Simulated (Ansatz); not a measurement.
# C2H5GeSb: the cost of one run

Method: RKS B3LYP-D4/def2-SVP, in Ansatz 0.2.0.

1 further run of the same task is left out (it didn't finish).

### Step 1. Starting point

Bond lengths: C1–C2 1.261 Å, C2–Ge3 1.913 Å, Ge3–Sb4 2.560 Å, C1–H5 1.017 Å, Ge3–H6 1.577 Å, Ge3–H7 1.497 Å, Sb4–H8 1.772 Å, Sb4–H9 1.824 Å. Angles: C1–C2–Ge3 178.6°, C2–C1–H5 175.3°, C2–Ge3–Sb4 107.5°, C2–Ge3–H6 108.1°, C2–Ge3–H7 109.3°, Sb4–Ge3–H6 108.9°, Sb4–Ge3–H7 112.8°, H6–Ge3–H7 110.1°, Ge3–Sb4–H8 90.5°, Ge3–Sb4–H9 91.3°, H8–Sb4–H9 91.2°.

Structure file:

```xyz
9

C     2.3275   -0.6744   -1.2710
C     1.3224   -0.0751   -0.8003
Ge   -0.2042    0.8037   -0.0529
Sb   -1.0926   -0.6732    1.8406
H     3.1179   -1.1261   -1.7249
H     0.2699    2.1802    0.5525
H    -1.2175    1.0365   -1.1295
H    -1.7871   -1.7961    0.6587
H    -2.6478    0.2782    1.9098
```

### Step 2. End point A

input.yaml reads:

```yaml
crystal:
  periodic: [false, false, false]
  atoms:
    - { symbol: C, position_ang: [2.3275, -0.6744, -1.271] }
    - { symbol: C, position_ang: [1.3224, -0.0751, -0.8003] }
    - { symbol: Ge, position_ang: [-0.2042, 0.8037, -0.0529] }
    - { symbol: Sb, position_ang: [-1.0926, -0.6732, 1.8406] }
    - { symbol: H, position_ang: [3.1179, -1.1261, -1.7249] }
    - { symbol: H, position_ang: [0.2699, 2.1802, 0.5525] }
    - { symbol: H, position_ang: [-1.2175, 1.0365, -1.1295] }
    - { symbol: H, position_ang: [-1.7871, -1.7961, 0.6587] }
    - { symbol: H, position_ang: [-2.6478, 0.2782, 1.9098] }
basis:
  gaussian: { orbitals: def2-SVP }
hamiltonian:
  xc: b3lyp
  dispersion: d4
relax:
  f_tol: 0.02
  max_steps: 50
output:
  orbitals: {}
```

Run with:

```bash
ansatz run input.yaml --threads 2 --pin off --max-ram 3072MiB --backend cpu --events-out ev --progress --plain --runs-dir out
```

**Question.** How long does this run take on 2 threads of Arm Neoverse V1, shared host, and how much memory does it need?

About 28 s, with a peak of 0.29 GiB.
